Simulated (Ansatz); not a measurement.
# CHGeO (doublet): the correlation ladder, cc-pVTZ

Aim: climb from Hartree-Fock through coupled cluster for CHGeO (doublet) at one geometry and basis, and see what each rung misses.

Computed with Ansatz 0.2.0, Gaussian basis. Level: cc-pVTZ, core rule «outside noble gas», up to 16 orbitals frozen.

The runs, in order: UHF; CCSD(T) on ROHF; CCSD(T) on UHF; BCCD(T) on ROHF; CCSDT(Q) on ROHF; CCSDT(Q) on UHF.

3 further runs of the same task are left out: 3 set aside as unsound or not needed.

## (1) The geometry

The geometry is a PBE0/def2-TZVP stationary point (not a proven minimum). No spin-orbit coupling is included. The filled d shell of Ge may be among the frozen orbitals whatever the setting's name suggests; the logs give the count.

4 atoms, charge 0, spin multiplicity 2.

Atoms are counted from 1 here; the program's logs count them from 0.

Bond lengths: Ge1–C2 1.774 Å, C2–O3 1.290 Å, O3–H4 0.971 Å. Angles: Ge1–C2–O3 175.6°, C2–O3–H4 111.6°.

Geometry (Å):

```xyz
4
charge 0, multiplicity 2
Ge    0.0000   -0.1604    2.0812
C     0.0000   -0.1673    0.3069
O     0.0000   -0.2714   -0.9792
H     0.0000    0.5992   -1.4089
```

## (2) UHF

Input file in.yaml:

```yaml
crystal:
  periodic: [false, false, false]
  atoms:
    - {symbol: Ge, position_ang: [-0.000004, -0.160430, 2.081234]}
    - {symbol: C, position_ang: [0.000037, -0.167331, 0.306926]}
    - {symbol: O, position_ang: [-0.000016, -0.271400, -0.979246]}
    - {symbol: H, position_ang: [-0.000016, 0.599161, -1.408914]}
basis:
  gaussian: {orbitals: cc-pVTZ}
magnetization: {spin_polarized: true, initial_magnetization: 1}
hamiltonian: {xc: hf}
output: {orbitals: {seedname: orbitals}}
```

On the command line:

```bash
> ansatz run in.yaml --threads 1 --pin off --events-out ev --progress --plain --max-ram 4096MiB --backend cpu
```

Further steps of the session: CCSD(T) on ROHF; CCSD(T) on UHF; BCCD(T) on ROHF; CCSDT(Q) on ROHF; CCSDT(Q) on UHF.

**Question.** What will the summary of the whole plan be? Wanted: RCCSDT(Q) below the RHF energy; RMP2 from RCCSDT(Q); UMP2 from RCCSDT(Q); RCCSD from RCCSDT(Q); RCCSD(T) from RCCSDT(Q); UCCSD(T) from RCCSDT(Q); UCCSDT(Q) from RCCSDT(Q); T1 diagnostic.

As calculated:

```
                         quantity          value
   RCCSDT(Q) below the RHF energy    -14.0059 eV
              RMP2 from RCCSDT(Q)  +109.5 kJ/mol
              UMP2 from RCCSDT(Q)  +152.7 kJ/mol
             RCCSD from RCCSDT(Q)   +72.9 kJ/mol
          RCCSD(T) from RCCSDT(Q)    +6.9 kJ/mol
          UCCSD(T) from RCCSDT(Q)    +9.2 kJ/mol
         UCCSDT(Q) from RCCSDT(Q)    -0.6 kJ/mol
levels within 1 kcal/mol (43 meV)      UCCSDT(Q)
                    T1 diagnostic          0.023
```

What this shows: RCCSD(T) lands +6.9 kJ/mol from the yardstick (0.5 % of the correlation energy). CCSD(T) misses by +6.9 kJ/mol on the restricted determinant and by +9.2 kJ/mol on the unrestricted one; the two need not hold the same state or core. Coupled cluster took another determinant than the lowest Hartree-Fock one. These misses are within one basis, not against nature; the frozen cores of restricted and unrestricted runs differ, which can shift their rows.
